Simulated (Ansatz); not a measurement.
# Zr: the cost of one run

Method: DFT PBE, scalar-relativistic, plane waves, PAW, in Ansatz 0.2.0.

## Step 1: The starting structure

The structure is tetragonal, space group P4/nmm (No. 129). Conventional cell: a = 3.189 Å, b = 3.189 Å, c = 17.000 Å, α = 90.00°, β = 90.00°, γ = 90.00°. Around Zr (site symmetry 4mm) lie 8 Zr at 3.19 Å.

Coordinates:

```cif
data_structure
_symmetry_space_group_name_H-M 'P4/nmm:1'
_symmetry_Int_Tables_number 129
_cell_length_a 3.1891
_cell_length_b 3.1891
_cell_length_c 17.0000
_cell_angle_alpha 90.000
_cell_angle_beta 90.000
_cell_angle_gamma 90.000
_cell_volume 172.89
loop_
_atom_site_label
_atom_site_type_symbol
_atom_site_symmetry_multiplicity
_atom_site_Wyckoff_symbol
_atom_site_fract_x
_atom_site_fract_y
_atom_site_fract_z
_atom_site_occupancy
Zr1 Zr 2 c 0.50000 0.00000 0.43368 1
```

Recipe of the guess: thin slice cut from a crystal along (100). Lengths come from tabulated atomic sizes and are only a guess.

It is a sheet, periodic along a and b, with vacuum along c; volumes and pressures of the box carry no meaning, and space groups named for it are those of the box.

## Step 2: A first look at the guess

The input, input.yaml:

```yaml
crystal:
  lattice:
    - [3.189052, 0.0, 0.0]
    - [0.0, 3.189052, 0.0]
    - [0.0, 0.0, 17.0]
  atoms:
    - { symbol: Zr, position: [0.5, 0.0, 0.43367647] }
    - { symbol: Zr, position: [0.0, 0.5, 0.56632353] }
  periodic: [true, true, false]
basis:
  ecutwfc: 420
kpoints:
  mp_grid: { grid: [6, 6, 1] }
hamiltonian:
  xc: pbe
scf:
  occupations: { method: gaussian, width: 0.1 }
  lower_state_search: "off"
output:
  forces: true
  stress: true
  eigenvalues: true
```

On the command line:

```console
$ ansatz run input.yaml --threads 1 --pin off --max-ram 2048MiB --backend cpu --events-out ev --progress --plain --runs-dir out
```

What time and memory should one allow on 1 thread of Intel Xeon 6975P-C (Granite Rapids), shared host?

About 2.2 s, with a peak of 0.48 GiB.
